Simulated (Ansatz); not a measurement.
# Ge (diamond type): how the settings move a single-point run

Aim: see which settings change the result for Ge (diamond type), by how much, and at what cost.

Method: reference: DFT, PBEsol, all-electron LAPW, scalar-relativistic, in Ansatz 0.2.0.

## (1) The system as given

It takes space group Fd-3m (No. 227, cubic). The conventional cell has a = 5.676 Å, b = 5.676 Å, c = 5.676 Å, α = 90.00°, β = 90.00°, γ = 90.00°. Around Ge (site symmetry -43m) lie 4 Ge at 2.46 Å.

Structure file:

```
Ge
1.0
    -2.83782    2.83782    0.00000
     0.00000    0.00000    5.67563
     2.83782    2.83782    0.00000
Ge
4
Direct
  0.50000 0.37500 0.25000
  0.00000 0.87500 0.75000
  0.00000 0.12500 0.25000
  0.50000 0.62500 0.75000
```

## (2) Baseline

Input file input.yaml:

```yaml
crystal:
  lattice:
    - [-2.83781644, 2.83781644, 0.0]
    - [0.0, 0.0, 5.67563288]
    - [2.83781644, 2.83781644, 0.0]
  atoms:
    - { symbol: Ge, position: [0.5, 0.375, 0.25] }
    - { symbol: Ge, position: [0.0, 0.875, 0.75] }
    - { symbol: Ge, position: [0.0, 0.125, 0.25] }
    - { symbol: Ge, position: [0.5, 0.625, 0.75] }
kpoints:
  mp_grid: { grid: [7, 5, 7] }
scf:
  occupations: { method: fermi_dirac, width: 0.02 }
hamiltonian:
  xc: pbesol
  pseudopotentials: { kind: all_electron, lapw: { basis_error: 0.001 } }
output:
  forces: true
  stress: true
  eigenvalues: true
```

Run with:

```console
> ansatz run input.yaml --threads 1 --pin off --max-ram 3584MiB --backend cpu --events-out ev --progress --plain --runs-dir out
```

## (3) Changed: mp_grid.shift [0.5, 0.5, 0.5]

Changes to input.yaml since step 2:

```diff
@@ -11,3 +11,3 @@
 kpoints:
-  mp_grid: { grid: [7, 5, 7] }
+  mp_grid: { grid: [7, 5, 7], shift: [0.5, 0.5, 0.5] }
 scf:
```

**Question.** What will these runs give? Wanted: for each run, ending; energy change; pressure; gap; force.

**Answer**, as computed:

```tsv
run	ending	energy change	pressure (GPa)	gap (eV)	force (eV/Å)	cycles	time
reference	converged	0	0.0	0.00	0.00	7	36 s
1: mp_grid.shift [0.5, 0.5, 0.5]	converged	-7.4 meV/atom	0.0	0.73	0.00	7	37 s
```

Residual by cycle in the longest SCF loop of each run; runs are numbered as in the table. The quantity is the density residual dr2, in eV.

```tsv
cycle	reference	run 1
1	0.808	0.797
2	0.324	0.319
3	0.00653	0.00648
4	0.00172	0.00168
5	5.6e-5	5.5e-5
6	3.0e-6	3.0e-6
7	1.2e-8	1.2e-8
```

**Reading.** Changing the k-point mesh moves the energy by -7.4 meV/atom, and a gap of 0.73 eV opens on the mesh. The energy is not variational in the mesh, so the sign tells nothing. A gap read on a mesh depends on which points the mesh holds, and a coarse mesh shifts the density too.
